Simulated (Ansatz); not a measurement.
**WF+ (septet): from Hartree-Fock to the top rungs, def2-TZVPP**

The task here is to estimate one member of a computed series from the others.

The runs use Ansatz 0.2.0, Gaussian basis; def2-TZVPP, core rule «outside noble gas», up to 5 orbitals frozen.

To be run: UHF; ROHF; CCSD(T) on UHF.

## The geometry

The geometry is a PBE0/def2-TZVP stationary point (not a proven minimum) of the parent state, kept for this charge and spin. No spin-orbit coupling is included. Elements past krypton take def2 core potentials.

2 atoms, charge 1, spin multiplicity 7.

Atoms are counted from 1 here; the program's logs count them from 0.

Bond lengths: W1–F2 1.786 Å.

The first run:

Contents of in.yaml:

```yaml
crystal:
  periodic: [false, false, false]
  atoms:
    - {symbol: W, position_ang: [0.000000, 0.000000, 0.000000]}
    - {symbol: F, position_ang: [0.000000, 0.000000, 1.786200]}
basis:
  gaussian: {orbitals: def2-TZVPP}
total_charge: 1
magnetization: {spin_polarized: true, initial_magnetization: 6}
hamiltonian: {xc: hf}
output: {orbitals: {seedname: orbitals}}
```

On the command line:

```console
$ ansatz run in.yaml --threads 1 --pin off --events-out ev --progress --plain --max-ram 3968MiB --backend cpu
```

Among the steps run: UHF; ROHF; CCSD(T) on UHF.

One table of the session follows, with a row left open; its other results are not shown here.

```
  method  from UCCSD(T) (kcal/mol)
    ROHF                         ?
     UHF                   +179.62
    UMP2                    +15.64
   UCCSD                     +3.66
UCCSD(T)                         0
```

Estimate the missing values for ROHF.

As computed: from UCCSD(T) (kcal/mol): +186.05. In the column «from UCCSD(T) (kcal/mol)» it is the highest.
